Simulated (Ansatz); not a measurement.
**CH₅NSeSi: up Jacob's ladder to CCSD(T)**

The task here is to estimate one member of a computed series from the others.

Computed with Ansatz 0.2.0, Gaussian basis. Level: functionals in def2-TZVPP, the program's frozen cores in correlated methods.

Plan: PBE-D4, r2SCAN-D4, PBE0-D4, B3LYP-D4, ωB97X-V, ωB97M-V, B2PLYP; CCSD(T)/def2-TZVPP; MP2/def2-QZVPP; extrapolation to the limit.

### The relaxed structure

All runs share one geometry, relaxed beforehand with PBE0-D4 in a triple-zeta def2 set.

SMILES `C1N[SiH2][Se]1`, 9 atoms, charge 0, spin multiplicity 1.

Atoms are counted from 1 here; the program's logs count them from 0.

Bond lengths: C1–N2 1.446 Å, C1–Se4 1.996 Å, C1–H5 1.093 Å, C1–H6 1.093 Å, N2–Si3 1.713 Å, N2–H7 1.005 Å, Si3–Se4 2.275 Å, Si3–H8 1.490 Å, Si3–H9 1.488 Å. Angles: N2–C1–Se4 100.2°, N2–C1–H5 114.2°, N2–C1–H6 114.0°, Se4–C1–H5 108.8°, Se4–C1–H6 108.9°, H5–C1–H6 110.1°, C1–N2–Si3 105.3°, C1–N2–H7 119.3°, Si3–N2–H7 133.8°, N2–Si3–Se4 82.6°, N2–Si3–H8 116.8°, N2–Si3–H9 116.5°, Se4–Si3–H8 116.7°, Se4–Si3–H9 116.8°, H8–Si3–H9 106.6°, C1–Se4–Si3 71.8°.

Coordinates:

```mol
CH5NSeSi
  3D, bonds by distance, orders not assigned

  9  9  0  0  0  0  0  0  0  0999 V2000
   -0.1644    0.9435   -0.7829 C   0  0
    0.7207    0.3153    0.1725 N   0  0
   -0.1309   -1.0571    0.7417 Si  0  0
   -1.7665   -0.2342   -0.6088 Se  0  0
    0.1904    0.9043   -1.8158 H   0  0
   -0.4471    1.9661   -0.5212 H   0  0
    1.6821    0.6057    0.2171 H   0  0
    0.4266   -2.3910    0.3799 H   0  0
   -0.4224   -1.0987    2.2006 H   0  0
  1  2  8  0
  2  3  8  0
  3  4  8  0
  1  5  8  0
  1  6  8  0
  2  7  8  0
  3  8  8  0
  3  9  8  0
  1  4  8  0
M  END
```

The first run:

Input file in.yaml:

```yaml
crystal:
  periodic: [false, false, false]
  atoms:
    - {symbol: C, position_ang: [-0.164393, 0.943519, -0.782872]}
    - {symbol: N, position_ang: [0.720749, 0.315287, 0.172481]}
    - {symbol: Si, position_ang: [-0.130892, -1.057138, 0.741666]}
    - {symbol: Se, position_ang: [-1.766488, -0.234211, -0.608751]}
    - {symbol: H, position_ang: [0.190374, 0.904284, -1.815785]}
    - {symbol: H, position_ang: [-0.447079, 1.966111, -0.521243]}
    - {symbol: H, position_ang: [1.682114, 0.605718, 0.217061]}
    - {symbol: H, position_ang: [0.426638, -2.391031, 0.379913]}
    - {symbol: H, position_ang: [-0.422423, -1.098742, 2.200632]}
basis:
  gaussian: {orbitals: def2-TZVPP}
hamiltonian: {xc: pbe, dispersion: d4}
output: {forces: true, orbitals: {seedname: orbitals}}
```

On the command line:

```console
> ansatz run in.yaml --threads 4 --pin off --events-out ev --progress --plain --max-ram 10444MiB
```

Among the steps run: PBE-D4 (GGA); r2SCAN-D4 (meta-GGA); PBE0-D4 (hybrid); B3LYP-D4 (hybrid); ωB97X-V (range-separated); ωB97M-V (range-separated); B2PLYP (double hybrid); CCSD(T) in def2-TZVPP; MP2 in def2-QZVPP.

One table of the session follows, with a row left open; its other results are not shown here.

It belongs to the step «Atomisation energies». 

| method | atomisation energy (kJ/mol) |
| --- | --- |
| PBE-D4 | 3103.8 |
| r2SCAN-D4 | 3043.4 |
| PBE0-D4 | 3051.9 |
| B3LYP-D4 | 3044.7 |
| ωB97X-V | 3070.9 |
| ωB97M-V | 3052.8 |
| B2PLYP | 3004.1 |
| HF/def2-TZVPP | 2108.2 |
| MP2/def2-TZVPP | ? |
| CCSD/def2-TZVPP | 2900.8 |
| CCSD(T)/def2-TZVPP | 2953.3 |
| MP2/CBS | 3096.0 |
| CCSD(T)/CBS | 3054.6 |

Q: Estimate the row for MP2/def2-TZVPP from the others.

**Answer.** atomisation energy (kJ/mol): 2994.6. In the column «atomisation energy (kJ/mol)» it lies between CCSD(T)/def2-TZVPP (2953.3) and B2PLYP (3004.1).
